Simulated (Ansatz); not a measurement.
# Ga4P4 wurtzite atom sphere (Ga4P4H14): one molecule under many settings

How do the results and run time of Ga4P4 wurtzite atom sphere (Ga4P4H14) respond when the settings are drawn wide?

The runs use Ansatz 0.2.0, Gaussian basis; the settings change from run to run.

**1. The geometry**

The geometry comes from an earlier relaxation with PBE-D4/def2-SVP; it is a stationary point, not always the lowest conformer.

22 atoms, charge 0, spin multiplicity 1.

Atoms are counted from 1 here; the program's logs count them from 0.

Bond lengths: Ga1–P2 2.483 Å, Ga1–P4 2.395 Å, Ga1–H9 1.579 Å, Ga1–H10 1.579 Å, P2–Ga6 2.389 Å, P2–H11 1.430 Å, P2–H12 1.430 Å, Ga3–P4 2.395 Å, Ga3–P5 2.483 Å, Ga3–H13 1.579 Å, Ga3–H14 1.579 Å, P4–Ga7 2.395 Å, P4–H15 1.433 Å, P5–Ga6 2.389 Å, P5–H16 1.430 Å, P5–H17 1.430 Å, Ga6–P8 2.389 Å, Ga6–H18 1.572 Å and more. Angles: P2–Ga1–P4 97.4°, P2–Ga1–H9 103.4°, P2–Ga1–H10 103.3°, P4–Ga1–H9 111.7°, P4–Ga1–H10 111.6°, H9–Ga1–H10 124.8°, Ga1–P2–Ga6 122.5°, Ga1–P2–H11 111.9°, Ga1–P2–H12 111.9°, Ga6–P2–H11 104.9°, Ga6–P2–H12 105.0°, H11–P2–H12 97.7°, P4–Ga3–P5 97.5°, P4–Ga3–H13 111.6°, P4–Ga3–H14 111.6°, P5–Ga3–H13 103.3°, P5–Ga3–H14 103.4°, H13–Ga3–H14 124.8° and more.

**2. CAM-B3LYP/def2-mTZVPP**

Set apart from the defaults: charge +1, multiplicity 2, D3(BJ) with three-body dispersion.

in.yaml

```yaml
crystal:
  periodic: [false, false, false]
  atoms:
    - {symbol: Ga, position_ang: [-2.030152, -1.165417, -1.370271]}
    - {symbol: P, position_ang: [-1.833039, -1.059710, 1.102549]}
    - {symbol: Ga, position_ang: [2.021254, -1.176919, -1.374677]}
    - {symbol: P, position_ang: [-0.001733, -0.004481, -1.892636]}
    - {symbol: P, position_ang: [1.838987, -1.056663, 1.098582]}
    - {symbol: Ga, position_ang: [0.003327, 0.005253, 2.198296]}
    - {symbol: Ga, position_ang: [0.003255, 2.335042, -1.380961]}
    - {symbol: P, position_ang: [-0.000589, 2.123109, 1.093026]}
    - {symbol: H, position_ang: [-1.914748, -2.708964, -1.680694]}
    - {symbol: H, position_ang: [-3.300911, -0.278782, -1.672841]}
    - {symbol: H, position_ang: [-1.916146, -2.356267, 1.699558]}
    - {symbol: H, position_ang: [-3.000328, -0.496137, 1.706082]}
    - {symbol: H, position_ang: [1.891315, -2.721499, -1.674273]}
    - {symbol: H, position_ang: [3.297280, -0.302830, -1.690824]}
    - {symbol: H, position_ang: [-0.003273, -0.008021, -3.325569]}
    - {symbol: H, position_ang: [1.931708, -2.349522, 1.702157]}
    - {symbol: H, position_ang: [3.006889, -0.484215, 1.692516]}
    - {symbol: H, position_ang: [0.004817, 0.008528, 3.770721]}
    - {symbol: H, position_ang: [-1.393630, 3.001411, -1.692239]}
    - {symbol: H, position_ang: [1.404082, 2.994979, -1.688418]}
    - {symbol: H, position_ang: [-1.080697, 2.846930, 1.687912]}
    - {symbol: H, position_ang: [1.072332, 2.854178, 1.692004]}
basis:
  gaussian: {orbitals: def2-mTZVPP}
total_charge: 1
magnetization: {spin_polarized: true, initial_magnetization: 1}
hamiltonian: {xc: {name: CAM-B3LYP}, dispersion: d3bjatm}
output: {forces: true}
```

On the command line:

```
$ ansatz run in.yaml --threads 2 --pin off --events-out ev --progress --plain --max-ram 22528MiB --backend cuda --devices 0, --max-vram 18GiB
```

The log of the run:

```text
Functional definition: CAM-B3LYP
  name "CAM-B3LYP"
  cite "Yanai, Tew & Handy, Chem. Phys. Lett. 393, 51 (2004) doi:10.1016/j.cplett.2004.06.011"
  cite "Iikura, Tsuneda, Yanai & Hirao, J. Chem. Phys. 115, 3540 (2001) doi:10.1063/1.1383587"
  cite "Becke, Phys. Rev. A 38, 3098 (1988) doi:10.1103/PhysRevA.38.3098"
  cite "Lee, Yang & Parr, Phys. Rev. B 37, 785 (1988) doi:10.1103/PhysRevB.37.785"
  cite "Vosko, Wilk & Nusair, Can. J. Phys. 58, 1200 (1980) doi:10.1139/p80-159"
  parameter alpha = 0.19
  parameter beta = 0.46
  parameter omega = 0.33/bohr
  parameter ac = 0.81
  # Exact exchange under (alpha + beta erf(omega r))/r, Becke's under what is left of 1/r.
  exchange = (1 - alpha - beta)*b88_x + beta*b88_x_sr(omega) + alpha*exact_x + beta*exact_x_lr(omega)
  correlation = (1 - ac)*vwn5_c + ac*lyp_c
3020 factors; integrals over basis functions are off by at most 1.9e-3 eV
987 factors; integrals over basis functions are off by at most 5.1e-6 eV
mean field evaluation 1: about -246899.7820 eV, gradient 3.3e1 eV
mean field evaluation 2: about -246900.0800 eV, gradient 3.8e1 eV
mean field evaluation 4: about -246903.0186 eV, gradient 1.2e0 eV
mean field evaluation 8: about -246903.1257 eV, gradient 2.6e-1 eV
mean field evaluation 16: about -246903.1345 eV, gradient 1.1e-2 eV
mean field evaluation 32: about -246903.1351 eV, gradient 7.4e-4 eV
mean field evaluation 64: about -246903.1348 eV, gradient 5.7e-3 eV
mean field -246903.13516790 eV, -9073.5228604644 hartree, gradient 5.9e-10 eV, S^2 0.760596; 6 other end points of the search recorded, 0 dependent functions left out
the calculation of the forces begins
reference -246903.13538797 eV, -9073.5228685518 hartree; 99, 98 occupied and 223, 224 virtual orbitals, 3020 factors
Total energy: -246904.18305993 eV, -9073.5613697862 hartree
Atom 0 at    -2.030152    -1.165417    -1.370271 Å, force    -1.754921     0.094194     0.820147 eV/Å
Atom 1 at    -1.833039    -1.059710     1.102549 Å, force    -0.542035    -0.271996     0.488561 eV/Å
Atom 2 at     2.021254    -1.176919    -1.374677 Å, force     0.777110    -0.072251     0.432061 eV/Å
Atom 3 at    -0.001733    -0.004481    -1.892636 Å, force     0.980909    -1.149241    -1.433596 eV/Å
Atom 4 at     1.838987    -1.056663     1.098582 Å, force     0.478770    -0.256444     0.559706 eV/Å
Atom 5 at     0.003327     0.005253     2.198296 Å, force     0.112562    -0.134739     0.319404 eV/Å
Atom 6 at     0.003255     2.335042    -1.380961 Å, force    -0.623117     1.886383     1.023687 eV/Å
Atom 7 at    -0.000589     2.123109     1.093026 Å, force    -0.028305     0.650346     0.444934 eV/Å
Atom 8 at    -1.914748    -2.708964    -1.680694 Å, force     0.521032     0.337588    -0.198497 eV/Å
Atom 9 at    -3.300911    -0.278782    -1.672841 Å, force     0.465419    -0.151848    -0.050455 eV/Å
Atom 10 at    -1.916146    -2.356267     1.699558 Å, force     0.095086     0.405791    -0.314207 eV/Å
Atom 11 at    -3.000328    -0.496137     1.706082 Å, force     0.384869    -0.148633    -0.349983 eV/Å
Atom 12 at     1.891315    -2.721499    -1.674273 Å, force    -0.202256     0.372591    -0.111332 eV/Å
Atom 13 at     3.297280    -0.302830    -1.690824 Å, force    -0.392737    -0.156699    -0.055720 eV/Å
Atom 14 at    -0.003273    -0.008021    -3.325569 Å, force    -0.015936     0.006303     0.435849 eV/Å
Atom 15 at     1.931708    -2.349522     1.702157 Å, force    -0.072750     0.414944    -0.307333 eV/Å
Atom 16 at     3.006889    -0.484215     1.692516 Å, force    -0.393039    -0.158185    -0.315672 eV/Å
Atom 17 at     0.004817     0.008528     3.770721 Å, force    -0.021991     0.026060    -0.426322 eV/Å
Atom 18 at    -1.393630     3.001411    -1.692239 Å, force     0.264112    -0.475935    -0.093594 eV/Å
Atom 19 at     1.404082     2.994979    -1.688418 Å, force    -0.050162    -0.663686    -0.187853 eV/Å
Atom 20 at    -1.080697     2.846930     1.687912 Å, force     0.313658    -0.266297    -0.350368 eV/Å
Atom 21 at     1.072332     2.854178     1.692004 Å, force    -0.296280    -0.288245    -0.329419 eV/Å
Dipole moment:    -0.070954     0.087893     0.313233 e Å
```

Wall time 24 s (1 × H100 (card shared with other runs) with 2 threads of AMD EPYC 7R13, shared host); peak host memory 1.6 GiB.

Largest force 2.235 eV/Å, ⟨S²⟩ 0.761.

**3. wB97X-V/def2-TZVP**

This run has density fitting with def2-universal-jkfit.

in.yaml: that of step 2 with these lines changed.

```diff
@@ -26,6 +26,5 @@
 basis:
-  gaussian: {orbitals: def2-mTZVPP}
-total_charge: 1
-magnetization: {spin_polarized: true, initial_magnetization: 1}
-hamiltonian: {xc: {name: CAM-B3LYP}, dispersion: d3bjatm}
+  gaussian: {orbitals: def2-TZVP, fitting: {mean_field: def2-universal-jkfit}}
+hamiltonian: {xc: {name: wB97X-V}}
+scf: {omitted_lower_state_checks: [starts]}
 output: {forces: true}
```

Same command.

The log of the run:

```text
Functional definition: wB97X-V
  name "wB97X-V"
  cite "Mardirossian & Head-Gordon, Phys. Chem. Chem. Phys. 16, 9904 (2014) doi:10.1039/C3CP54374A"
  cite "Becke, J. Chem. Phys. 107, 8554 (1997) doi:10.1063/1.475007"
  cite "Vydrov & Van Voorhis, J. Chem. Phys. 133, 244103 (2010) doi:10.1063/1.3521275"
  parameter omega = 0.3/bohr
  parameter cx = 0.167
  parameter cx1 = 0.603
  parameter cx2 = 1.194
  parameter css0 = 0.556
  parameter css1 = -0.257
  parameter cos0 = 1.219
  parameter cos1 = -1.850
  parameter b = 6.0
  parameter c = 0.01
  exchange = spin_sum(e_x_unif_sr(omega)*poly(b97_u_x, 1 - cx, cx1, cx2)) + cx*exact_x_sr(omega) + exact_x_lr(omega)
  correlation = spin_sum(e_c_pw_same_spin*poly(b97_u_same, css0, css1))
      + integral(e_c_pw_opposite_spin*poly(b97_u_opposite, cos0, cos1)) + vv10(b, c)
these checks for a lower state are left out or cut short: starts
1828 factors; integrals over basis functions are off by at most 6.2e-1 eV
1828 factors; integrals over basis functions are off by at most 9.3e-7 eV
mean field evaluation 1: about -246871.9978 eV, gradient 4.3e1 eV
mean field evaluation 2: about -246873.4044 eV, gradient 4.6e1 eV
mean field evaluation 4: about -246874.9418 eV, gradient 1.3e0 eV
mean field evaluation 8: about -246874.9506 eV, gradient 7.4e-2 eV
mean field evaluation 16: about -246874.9506 eV, gradient 1.0e-5 eV
mean field -246874.95060554 eV, -9072.4870969020 hartree, gradient 1.0e-5 eV, S^2 0.000000; 0 other end points of the search recorded, 0 dependent functions left out
the calculation of the forces begins
reference -246874.95060187 eV, -9072.4870967672 hartree; 99, 99 occupied and 325, 325 virtual orbitals, 1828 factors
Total energy: -246874.95060187 eV, -9072.4870967672 hartree
Atom 0 at    -2.030152    -1.165417    -1.370271 Å, force     0.037431     0.021609     0.011398 eV/Å
Atom 1 at    -1.833039    -1.059710     1.102549 Å, force    -0.412578    -0.241991     0.530407 eV/Å
Atom 2 at     2.021254    -1.176919    -1.374677 Å, force    -0.037346     0.021708     0.011518 eV/Å
Atom 3 at    -0.001733    -0.004481    -1.892636 Å, force    -0.000810    -0.000479    -0.523771 eV/Å
Atom 4 at     1.838987    -1.056663     1.098582 Å, force     0.416016    -0.237600     0.529307 eV/Å
Atom 5 at     0.003327     0.005253     2.198296 Å, force    -0.000502     0.000840    -0.102885 eV/Å
Atom 6 at     0.003255     2.335042    -1.380961 Å, force     0.000023    -0.043961     0.012222 eV/Å
Atom 7 at    -0.000589     2.123109     1.093026 Å, force    -0.002121     0.480160     0.527855 eV/Å
Atom 8 at    -1.914748    -2.708964    -1.680694 Å, force    -0.035449     0.183146     0.015207 eV/Å
Atom 9 at    -3.300911    -0.278782    -1.672841 Å, force     0.138909    -0.123965     0.014878 eV/Å
Atom 10 at    -1.916146    -2.356267     1.699558 Å, force     0.036415     0.398096    -0.217755 eV/Å
Atom 11 at    -3.000328    -0.496137     1.706082 Å, force     0.364349    -0.163628    -0.219684 eV/Å
Atom 12 at     1.891315    -2.721499    -1.674273 Å, force     0.036979     0.182180     0.013536 eV/Å
Atom 13 at     3.297280    -0.302830    -1.690824 Å, force    -0.140131    -0.122691     0.016428 eV/Å
Atom 14 at    -0.003273    -0.008021    -3.325569 Å, force     0.000549     0.001209     0.430365 eV/Å
Atom 15 at     1.931708    -2.349522     1.702157 Å, force    -0.039103     0.396877    -0.219861 eV/Å
Atom 16 at     3.006889    -0.484215     1.692516 Å, force    -0.365238    -0.165796    -0.216983 eV/Å
Atom 17 at     0.004817     0.008528     3.770721 Å, force    -0.000004     0.000021    -0.207121 eV/Å
Atom 18 at    -1.393630     3.001411    -1.692239 Å, force     0.176347    -0.059837     0.014904 eV/Å
Atom 19 at     1.404082     2.994979    -1.688418 Å, force    -0.176171    -0.059209     0.015275 eV/Å
Atom 20 at    -1.080697     2.846930     1.687912 Å, force     0.326518    -0.232317    -0.217070 eV/Å
Atom 21 at     1.072332     2.854178     1.692004 Å, force    -0.324085    -0.234371    -0.218172 eV/Å
Dipole moment:     0.001973     0.001562     0.966351 e Å
Checks for a lower state left out: starts
```

Wall time 7.5 s (1 × H100 (card shared with other runs) with 2 threads of AMD EPYC 7R13, shared host); peak host memory 1.3 GiB.

Largest force 0.714 eV/Å, dipole 4.64 D.

**4. CAM-B3LYP/def2-TZVP**

This run has density fitting with def2-universal-jkfit, D3(BJ) with three-body dispersion.

in.yaml: that of step 3 with these lines changed.

```diff
@@ -27,3 +27,3 @@
   gaussian: {orbitals: def2-TZVP, fitting: {mean_field: def2-universal-jkfit}}
-hamiltonian: {xc: {name: wB97X-V}}
+hamiltonian: {xc: {name: CAM-B3LYP}, dispersion: d3bjatm}
 scf: {omitted_lower_state_checks: [starts]}
```

The command is unchanged.

The log of the run:

```text
Functional definition: CAM-B3LYP
  name "CAM-B3LYP"
  cite "Yanai, Tew & Handy, Chem. Phys. Lett. 393, 51 (2004) doi:10.1016/j.cplett.2004.06.011"
  cite "Iikura, Tsuneda, Yanai & Hirao, J. Chem. Phys. 115, 3540 (2001) doi:10.1063/1.1383587"
  cite "Becke, Phys. Rev. A 38, 3098 (1988) doi:10.1103/PhysRevA.38.3098"
  cite "Lee, Yang & Parr, Phys. Rev. B 37, 785 (1988) doi:10.1103/PhysRevB.37.785"
  cite "Vosko, Wilk & Nusair, Can. J. Phys. 58, 1200 (1980) doi:10.1139/p80-159"
  parameter alpha = 0.19
  parameter beta = 0.46
  parameter omega = 0.33/bohr
  parameter ac = 0.81
  # Exact exchange under (alpha + beta erf(omega r))/r, Becke's under what is left of 1/r.
  exchange = (1 - alpha - beta)*b88_x + beta*b88_x_sr(omega) + alpha*exact_x + beta*exact_x_lr(omega)
  correlation = (1 - ac)*vwn5_c + ac*lyp_c
these checks for a lower state are left out or cut short: starts
1828 factors; integrals over basis functions are off by at most 6.2e-1 eV
1828 factors; integrals over basis functions are off by at most 2.1e-6 eV
mean field evaluation 1: about -246909.9192 eV, gradient 4.8e1 eV
mean field evaluation 2: about -246910.3786 eV, gradient 5.6e1 eV
mean field evaluation 4: about -246912.7161 eV, gradient 1.4e0 eV
mean field evaluation 8: about -246912.7228 eV, gradient 3.9e-2 eV
mean field evaluation 16: about -246912.7228 eV, gradient 2.5e-5 eV
mean field -246912.72284555 eV, -9073.8752011192 hartree, gradient 2.5e-5 eV, S^2 0.000000; 0 other end points of the search recorded, 0 dependent functions left out
the calculation of the forces begins
reference -246912.72307640 eV, -9073.8752096028 hartree; 99, 99 occupied and 325, 325 virtual orbitals, 1828 factors
Total energy: -246913.77074836 eV, -9073.9137108372 hartree
Atom 0 at    -2.030152    -1.165417    -1.370271 Å, force    -0.010373    -0.005776    -0.017252 eV/Å
Atom 1 at    -1.833039    -1.059710     1.102549 Å, force    -0.462063    -0.270532     0.564559 eV/Å
Atom 2 at     2.021254    -1.176919    -1.374677 Å, force     0.010013    -0.006282    -0.017143 eV/Å
Atom 3 at    -0.001733    -0.004481    -1.892636 Å, force    -0.000955    -0.001117    -0.591822 eV/Å
Atom 4 at     1.838987    -1.056663     1.098582 Å, force     0.465718    -0.265754     0.563280 eV/Å
Atom 5 at     0.003327     0.005253     2.198296 Å, force    -0.000395     0.000509    -0.026129 eV/Å
Atom 6 at     0.003255     2.335042    -1.380961 Å, force     0.000220     0.011674    -0.016955 eV/Å
Atom 7 at    -0.000589     2.123109     1.093026 Å, force    -0.002377     0.537314     0.562164 eV/Å
Atom 8 at    -1.914748    -2.708964    -1.680694 Å, force    -0.042348     0.247645     0.029443 eV/Å
Atom 9 at    -3.300911    -0.278782    -1.672841 Å, force     0.191227    -0.162866     0.028858 eV/Å
Atom 10 at    -1.916146    -2.356267     1.699558 Å, force     0.036244     0.457586    -0.238584 eV/Å
Atom 11 at    -3.000328    -0.496137     1.706082 Å, force     0.415843    -0.193105    -0.240806 eV/Å
Atom 12 at     1.891315    -2.721499    -1.674273 Å, force     0.044518     0.246822     0.027282 eV/Å
Atom 13 at     3.297280    -0.302830    -1.690824 Å, force    -0.192585    -0.160948     0.030953 eV/Å
Atom 14 at    -0.003273    -0.008021    -3.325569 Å, force     0.000630     0.001374     0.499544 eV/Å
Atom 15 at     1.931708    -2.349522     1.702157 Å, force    -0.039351     0.456243    -0.240954 eV/Å
Atom 16 at     3.006889    -0.484215     1.692516 Å, force    -0.416674    -0.195637    -0.237695 eV/Å
Atom 17 at     0.004817     0.008528     3.770721 Å, force    -0.000053    -0.000146    -0.260313 eV/Å
Atom 18 at    -1.393630     3.001411    -1.692239 Å, force     0.235968    -0.085902     0.029228 eV/Å
Atom 19 at     1.404082     2.994979    -1.688418 Å, force    -0.235972    -0.085040     0.029441 eV/Å
Atom 20 at    -1.080697     2.846930     1.687912 Å, force     0.378072    -0.261829    -0.237937 eV/Å
Atom 21 at     1.072332     2.854178     1.692004 Å, force    -0.375306    -0.264232    -0.239162 eV/Å
Dipole moment:     0.001942     0.001546     0.944500 e Å
Checks for a lower state left out: starts
```

Wall time 6.5 s (1 × H100 (card shared with other runs) with 2 threads of AMD EPYC 7R13, shared host); peak host memory 1.2 GiB.

Largest force 0.778 eV/Å, dipole 4.54 D.

**5. RPA/6-31G**

This run has correlated electrons set to all.

in.yaml: that of step 4 with these lines changed.

```diff
@@ -26,5 +26,5 @@
 basis:
-  gaussian: {orbitals: def2-TZVP, fitting: {mean_field: def2-universal-jkfit}}
-hamiltonian: {xc: {name: CAM-B3LYP}, dispersion: d3bjatm}
+  gaussian: {orbitals: 6-31G}
+hamiltonian: {xc: {name: HF}}
+correlation: {method: rpa, electrons: all}
 scf: {omitted_lower_state_checks: [starts]}
-output: {forces: true}
```

Same command.

The log of the run:

```text
Functional definition: HF
  name "HF"
  cite "Fock, Z. Phys. 61, 126 (1930) doi:10.1007/BF01340294"
  parent pbe
  exchange = exact_x
  correlation = 0
these checks for a lower state are left out or cut short: starts
2008 factors; integrals over basis functions are off by at most 6.1e-4 eV
mean field evaluation 1: about -246603.9574 eV, gradient 2.4e1 eV
mean field evaluation 2: about -246604.1509 eV, gradient 2.4e1 eV
mean field evaluation 4: about -246606.8286 eV, gradient 3.6e0 eV
mean field evaluation 8: about -246606.8609 eV, gradient 1.5e-1 eV
mean field -246606.86102484 eV, -9062.6349865289 hartree, gradient 6.6e-6 eV, S^2 0.000000; 0 other end points of the search recorded, 0 dependent functions left out
reference -246606.86102484 eV, -9062.6349865289 hartree; 99, 99 occupied and 97, 97 virtual orbitals, 2008 factors
Total energy: -246644.70145889 eV, -9064.0255968311 hartree
Checks for a lower state left out: starts
```

Wall time 4.7 s (1 × H100 (card shared with other runs) with 2 threads of AMD EPYC 7R13, shared host); peak host memory 1.1 GiB.

**6. The runs in one table**

```
                level  charge  multiplicity  geometry  functions  energy (eV)   time
CAM-B3LYP/def2-mTZVPP       1             2   relaxed        322  -246904.183   24 s
    wB97X-V/def2-TZVP       0             1   relaxed        424  -246874.951  7.5 s
  CAM-B3LYP/def2-TZVP       0             1   relaxed        424  -246913.771  6.5 s
            RPA/6-31G       0             1   relaxed        196  -246644.701  4.7 s
```

**7. Outcome**

| quantity | value |
| --- | --- |
| runs | 4 |
| quickest | RPA/6-31G, 4.7 s |
| slowest | CAM-B3LYP/def2-mTZVPP, 24 s |
| spread of total energies, same state and geometry | 269.1 eV |
| dipole, same state and geometry | 4.54 to 4.64 D |

In words: CAM-B3LYP/def2-mTZVPP took 5 times as long as RPA/6-31G. The jobs differ in tasks and options as well as level. The totals spread over 269 eV; they can't be compared across methods or bases. At the PBE-D4/def2-SVP geometry and in the same state, runs without warnings or point charges leave forces up to 0.78 eV/Å (CAM-B3LYP/def2-TZVP).
